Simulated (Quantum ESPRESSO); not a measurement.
# MnPt2 (P-3m1) in Quantum ESPRESSO: equation of state

How stiff is MnPt2 in PBEsol, and what volume does it want? The cell is scaled to several volumes.

All numbers are computed with Quantum ESPRESSO 7.5; they aren't measurements. Logs are shortened: lines on timing, memory, paths and dates and some standing lists are left out, and cuts for length are marked.

### Step 1. The crystal as given

It takes space group P-3m1 (No. 164, trigonal). The conventional cell has a = 2.858 Å, b = 2.858 Å, c = 6.533 Å, α = 90.00°, β = 90.00°, γ = 120.00°. Pt (site symmetry 3m) has 3 Mn at 2.64 Å and 9 Pt at 2.86 to 2.91 Å as nearest neighbours. Around Mn (site symmetry -3m) lie 6 Pt at 2.64 Å and 6 Mn at 2.86 Å.

The cell comes from a database or a generator and needn't be the stable form of this composition.

### Step 2. Single point, PBEsol, collinear spin, ferromagnetic start, 14.48 Å³/atom

pw.in

```
&CONTROL
  calculation = 'scf'
  prefix = 'pwscf'
  outdir = './tmp'
  pseudo_dir = './pseudo'
  tprnfor = .true.
  tstress = .true.
  disk_io = 'nowf'
/
&SYSTEM
  ibrav = 0
  nat = 3
  ntyp = 2
  ecutwfc = 45
  ecutrho = 360
  nbnd = 36
  occupations = 'smearing'
  smearing = 'fd'
  degauss = 0.00367493
  nspin = 2
  starting_magnetization(1) = 0
  starting_magnetization(2) = 0.2667
/
&ELECTRONS
  conv_thr = 6d-10
  electron_maxstep = 120
  mixing_beta = 0.3
/
ATOMIC_SPECIES
Pt   195.0840 pt_pbesol_v1.4.uspp.F.UPF
Mn    54.9380 mn_pbesol_v1.5.uspp.F.UPF
CELL_PARAMETERS angstrom
   2.8000532941    0.0000000000    0.0000000000
  -1.4000266470    2.4249172847    0.0000000000
   0.0000000000    0.0000000000    6.3991501735
ATOMIC_POSITIONS crystal
Pt     0.6666666667    0.3333333333    0.3162060000
Pt     0.3333333333    0.6666666667    0.6837940000
Mn     0.0000000000    0.0000000000    0.0000000000
K_POINTS automatic
11 11 4 0 0 0
```

Potentials or basis: GBRV 1.5 PBEsol.

Run with:

```sh
$ OMP_NUM_THREADS=1 mpirun -n 2 pw.x -nk 2 -in pw.in > pw.out
```

pw.out:

```text
This program is part of the open-source Quantum ESPRESSO suite
     for quantum simulation of materials; please cite
[... 13 lines left out ...]
     --------------------
     sticks:   dense  smooth     PW     G-vecs:    dense   smooth      PW
     Sum         685     349    109                33721    12027    2069

     Using Slab Decomposition

     bravais-lattice index     =            0
     lattice parameter (alat)  =       5.2913  a.u.
     unit-cell volume          =     293.2123 (a.u.)^3
     number of atoms/cell      =            3
     number of atomic types    =            2
     number of electrons       =        47.00
     number of Kohn-Sham states=           36
     kinetic-energy cutoff     =      45.0000  Ry
     charge density cutoff     =     360.0000  Ry
     scf convergence threshold =      6.0E-10
     mixing beta               =       0.3000
     number of iterations used =            8  plain     mixing
     Exchange-correlation= SLA  PW   PSX  PSC
                           (   1   4  10   8   0   0   0)

     celldm(1)=   5.291334  celldm(2)=   0.000000  celldm(3)=   0.000000
     celldm(4)=   0.000000  celldm(5)=   0.000000  celldm(6)=   0.000000

     crystal axes: (cart. coord. in units of alat)
               a(1) = (   1.000000   0.000000   0.000000 )
               a(2) = (  -0.500000   0.866025   0.000000 )
               a(3) = (   0.000000   0.000000   2.285367 )

     reciprocal axes: (cart. coord. in units 2 pi/alat)
               b(1) = (  1.000000  0.577350 -0.000000 )
               b(2) = (  0.000000  1.154701  0.000000 )
               b(3) = (  0.000000 -0.000000  0.437566 )

     PseudoPot. # 1 for Pt read from file:
     pt_pbesol_v1.4.uspp.F.UPF
     Pseudo is Ultrasoft + core correction, Zval = 16.0
     Generated by new atomic code, or converted to UPF format
     Using radial grid of  985 points,  6 beta functions with:
                l(1) =   0
                l(2) =   0
                l(3) =   1
                l(4) =   1
                l(5) =   2
                l(6) =   2
     Q(r) pseudized with  8 coefficients,  rinner =    1.300   1.300   1.300
                                                       1.300   1.300

     PseudoPot. # 2 for Mn read from file:
     mn_pbesol_v1.5.uspp.F.UPF
     Pseudo is Ultrasoft + core correction, Zval = 15.0
     Generated by new atomic code, or converted to UPF format
     Using radial grid of  859 points,  6 beta functions with:
                l(1) =   0
                l(2) =   0
                l(3) =   1
                l(4) =   1
                l(5) =   2
                l(6) =   2
     Q(r) pseudized with  8 coefficients,  rinner =    0.950   0.950   0.950
                                                       0.950   0.950

     atomic species   valence    mass     pseudopotential
     Pt               16.00   195.08400     Pt( 1.00)
     Mn               15.00    54.93800     Mn( 1.00)

     Starting magnetic structure
     atomic species   magnetization
     Pt              0.000
     Mn              0.267

     12 Sym. Ops., with inversion, found

   Cartesian axes

     site n.     atom                  positions (alat units)
         1        Pt     tau(   1) = (   0.5000000   0.2886751   0.7226468  )
         2        Pt     tau(   2) = (  -0.0000000   0.5773503   1.5627204  )
         3        Mn     tau(   3) = (   0.0000000   0.0000000   0.0000000  )

     number of k points=    58  Fermi-Dirac smearing, width (Ry)=  0.0037
                       cart. coord. in units 2pi/alat
        k(    1) = (   0.0000000   0.0000000   0.0000000), wk =   0.0020661
        k(    2) = (   0.0000000   0.0000000   0.1093916), wk =   0.0041322
        k(    3) = (   0.0000000   0.0000000  -0.2187832), wk =   0.0020661
        k(    4) = (   0.0000000   0.1049728   0.0000000), wk =   0.0123967
        k(    5) = (   0.0000000   0.1049728   0.1093916), wk =   0.0123967
        k(    6) = (   0.0000000   0.1049728  -0.2187832), wk =   0.0123967
[... 50 lines left out ...]
        k(   57) = (  -0.1818182   0.4198911  -0.1093916), wk =   0.0247934
        k(   58) = (  -0.1818182   0.5248639  -0.1093916), wk =   0.0247934

     Dense  grid:    33721 G-vectors     FFT dimensions: (  32,  32,  75)

     Smooth grid:    12027 G-vectors     FFT dimensions: (  24,  24,  54)

     Check: negative core charge=   -0.000007
     Generating pointlists ...
     new r_m :   0.3815 (alat units)  2.0189 (a.u.) for type    1
     new r_m :   0.3815 (alat units)  2.0189 (a.u.) for type    2

     Initial potential from superposition of free atoms

     starting charge      45.4999, renormalised to      47.0000

     negative rho (up, down):  1.874E-01 1.876E-01
     Starting wfcs are   37 randomized atomic wfcs

     Self-consistent Calculation

     iteration #  1     ecut=    45.00 Ry     beta= 0.30
     Davidson diagonalization with overlap
     ethr =  1.00E-02,  avg # of iterations =  5.4

     negative rho (up, down):  1.778E-01 1.777E-01

     total energy              =    -630.88137150 Ry
     estimated scf accuracy    <       5.33879778 Ry

     total magnetization       =     2.44 Bohr mag/cell
     absolute magnetization    =     2.59 Bohr mag/cell

     iteration #  2     ecut=    45.00 Ry     beta= 0.30
     Davidson diagonalization with overlap
     ethr =  1.00E-02,  avg # of iterations =  2.1

     negative rho (up, down):  1.778E-01 1.777E-01

     total energy              =    -630.65722537 Ry
     estimated scf accuracy    <      23.03742864 Ry

     total magnetization       =     0.81 Bohr mag/cell
     absolute magnetization    =     0.91 Bohr mag/cell

     iteration #  3     ecut=    45.00 Ry     beta= 0.30
     Davidson diagonalization with overlap
     ethr =  1.00E-02,  avg # of iterations =  1.8

     negative rho (up, down):  1.751E-01 1.742E-01

     total energy              =    -632.16319916 Ry
     estimated scf accuracy    <       0.40258961 Ry

     total magnetization       =     3.36 Bohr mag/cell
     absolute magnetization    =     3.42 Bohr mag/cell

     iteration #  4     ecut=    45.00 Ry     beta= 0.30
     Davidson diagonalization with overlap
     ethr =  8.57E-04,  avg # of iterations =  1.7

     negative rho (up, down):  1.753E-01 1.737E-01

     total energy              =    -632.20870446 Ry
     estimated scf accuracy    <       0.06465760 Ry

     total magnetization       =     3.79 Bohr mag/cell
     absolute magnetization    =     3.84 Bohr mag/cell

     iteration #  5     ecut=    45.00 Ry     beta= 0.30
     Davidson diagonalization with overlap
     ethr =  1.38E-04,  avg # of iterations =  2.3

     negative rho (up, down):  1.749E-01 1.716E-01

     total energy              =    -632.21458180 Ry
     estimated scf accuracy    <       0.01073869 Ry

     total magnetization       =     3.83 Bohr mag/cell
     absolute magnetization    =     3.88 Bohr mag/cell

     iteration #  6     ecut=    45.00 Ry     beta= 0.30
     Davidson diagonalization with overlap
     ethr =  2.28E-05,  avg # of iterations =  2.9

     negative rho (up, down):  1.750E-01 1.714E-01

     total energy              =    -632.21654942 Ry
     estimated scf accuracy    <       0.00689038 Ry

     total magnetization       =     4.00 Bohr mag/cell
     absolute magnetization    =     4.06 Bohr mag/cell

     iteration #  7     ecut=    45.00 Ry     beta= 0.30
     Davidson diagonalization with overlap
     ethr =  1.47E-05,  avg # of iterations =  1.2

     negative rho (up, down):  1.754E-01 1.709E-01

     total energy              =    -632.21700540 Ry
     estimated scf accuracy    <       0.00121689 Ry

     total magnetization       =     4.03 Bohr mag/cell
     absolute magnetization    =     4.10 Bohr mag/cell

     iteration #  8     ecut=    45.00 Ry     beta= 0.30
     Davidson diagonalization with overlap
     ethr =  2.59E-06,  avg # of iterations =  3.4

     negative rho (up, down):  1.755E-01 1.708E-01

     total energy              =    -632.21731948 Ry
     estimated scf accuracy    <       0.00027283 Ry

     total magnetization       =     4.13 Bohr mag/cell
     absolute magnetization    =     4.21 Bohr mag/cell

     iteration #  9     ecut=    45.00 Ry     beta= 0.30
     Davidson diagonalization with overlap
     ethr =  5.80E-07,  avg # of iterations =  1.2

     negative rho (up, down):  1.759E-01 1.706E-01

     total energy              =    -632.21722709 Ry
     estimated scf accuracy    <       0.00033712 Ry

     total magnetization       =     4.16 Bohr mag/cell
     absolute magnetization    =     4.24 Bohr mag/cell

     iteration # 10     ecut=    45.00 Ry     beta= 0.30
     Davidson diagonalization with overlap
     ethr =  5.80E-07,  avg # of iterations =  1.9

     negative rho (up, down):  1.758E-01 1.707E-01

     total energy              =    -632.21738153 Ry
     estimated scf accuracy    <       0.00009593 Ry

     total magnetization       =     4.24 Bohr mag/cell
     absolute magnetization    =     4.32 Bohr mag/cell

     iteration # 11     ecut=    45.00 Ry     beta= 0.30
     Davidson diagonalization with overlap
     ethr =  2.04E-07,  avg # of iterations =  1.0

     negative rho (up, down):  1.758E-01 1.707E-01

     total energy              =    -632.21739186 Ry
     estimated scf accuracy    <       0.00000648 Ry

     total magnetization       =     4.22 Bohr mag/cell
     absolute magnetization    =     4.30 Bohr mag/cell

     iteration # 12     ecut=    45.00 Ry     beta= 0.30
     Davidson diagonalization with overlap
     ethr =  1.38E-08,  avg # of iterations =  1.1

     negative rho (up, down):  1.758E-01 1.707E-01

     total energy              =    -632.21739257 Ry
     estimated scf accuracy    <       0.00000070 Ry

     total magnetization       =     4.21 Bohr mag/cell
     absolute magnetization    =     4.30 Bohr mag/cell

     iteration # 13     ecut=    45.00 Ry     beta= 0.30
     Davidson diagonalization with overlap
     ethr =  1.49E-09,  avg # of iterations =  2.0

     negative rho (up, down):  1.758E-01 1.707E-01

     total energy              =    -632.21739270 Ry
     estimated scf accuracy    <       0.00000012 Ry

     total magnetization       =     4.21 Bohr mag/cell
     absolute magnetization    =     4.30 Bohr mag/cell

     iteration # 14     ecut=    45.00 Ry     beta= 0.30
     Davidson diagonalization with overlap
     ethr =  2.63E-10,  avg # of iterations =  1.8

     negative rho (up, down):  1.758E-01 1.707E-01

     total energy              =    -632.21739273 Ry
     estimated scf accuracy    <          7.1E-09 Ry

     total magnetization       =     4.21 Bohr mag/cell
     absolute magnetization    =     4.30 Bohr mag/cell

     iteration # 15     ecut=    45.00 Ry     beta= 0.30
     Davidson diagonalization with overlap
     ethr =  1.51E-11,  avg # of iterations =  2.8

     negative rho (up, down):  1.758E-01 1.707E-01

     total energy              =    -632.21739273 Ry
     estimated scf accuracy    <          1.8E-09 Ry

     total magnetization       =     4.21 Bohr mag/cell
     absolute magnetization    =     4.30 Bohr mag/cell

     iteration # 16     ecut=    45.00 Ry     beta= 0.30
     Davidson diagonalization with overlap
     ethr =  3.79E-12,  avg # of iterations =  2.0

     negative rho (up, down):  1.758E-01 1.707E-01

     Magnetic moment per site  (integrated on atomic sphere of radius R)
     atom   1 (R=0.382)  charge= 13.4621  magn=  0.2685
     atom   2 (R=0.382)  charge= 13.4621  magn=  0.2685
     atom   3 (R=0.382)  charge= 13.4677  magn=  3.4919

     End of self-consistent calculation

     Number of k-points >= 100: set verbosity='high' to print the bands.

     the Fermi energy is    20.5874 ev

!    total energy              =    -632.21739274 Ry
     estimated scf accuracy    <          1.5E-10 Ry
     smearing contrib. (-TS)   =      -0.00189256 Ry
     internal energy E=F+TS    =    -632.21550018 Ry

     The total energy is F=E-TS. E is the sum of the following terms:
     one-electron contribution =    -137.86204297 Ry
     hartree contribution      =     105.53739522 Ry
     xc contribution           =    -139.82403369 Ry
     ewald contribution        =    -460.06681874 Ry

     total magnetization       =     4.21 Bohr mag/cell
     absolute magnetization    =     4.30 Bohr mag/cell

     convergence has been achieved in  16 iterations

     negative rho (up, down):  1.758E-01 1.707E-01

     Forces acting on atoms (cartesian axes, Ry/au):

     atom    1 type  1   force =     0.00000000    0.00000000    0.00633327
     atom    2 type  1   force =    -0.00000000   -0.00000000   -0.00633327
     atom    3 type  2   force =    -0.00000000    0.00000000    0.00000000

     Total force =     0.008957     Total SCF correction =     0.000014

     Computing stress (Cartesian axis) and pressure

     negative rho (up, down):  1.758E-01 1.707E-01
          total   stress  (Ry/bohr**3)                   (kbar)     P=       12.75
  -0.00003923   0.00000000   0.00000000           -5.77        0.00        0.00
   0.00000000  -0.00003923   0.00000000            0.00       -5.77        0.00
   0.00000000   0.00000000   0.00033842            0.00        0.00       49.78

=------------------------------------------------------------------------------=
   JOB DONE.
=------------------------------------------------------------------------------=
```

Run time: 89 s. Hardware: 2 MPI ranks of Arm Neoverse V1, shared host; peak memory 0.34 GiB.

What came out:

```
Free energy                                           : -8601.7558 eV
Pressure                                              : 1.3 GPa
Largest force                                         : 0.163 eV/Å
Band gap on the k mesh                                : none (metal or under the smearing width)
Net moment                                            : 4.21 μB per cell
Absolute moment                                       : 4.30 μB per cell
Site moments                                          : Pt +0.27; Mn +3.49 μB
Valence electrons inside the program's atomic spheres : Pt 13.46; Mn 13.47
```

(Part 1 of 2 ends here.)
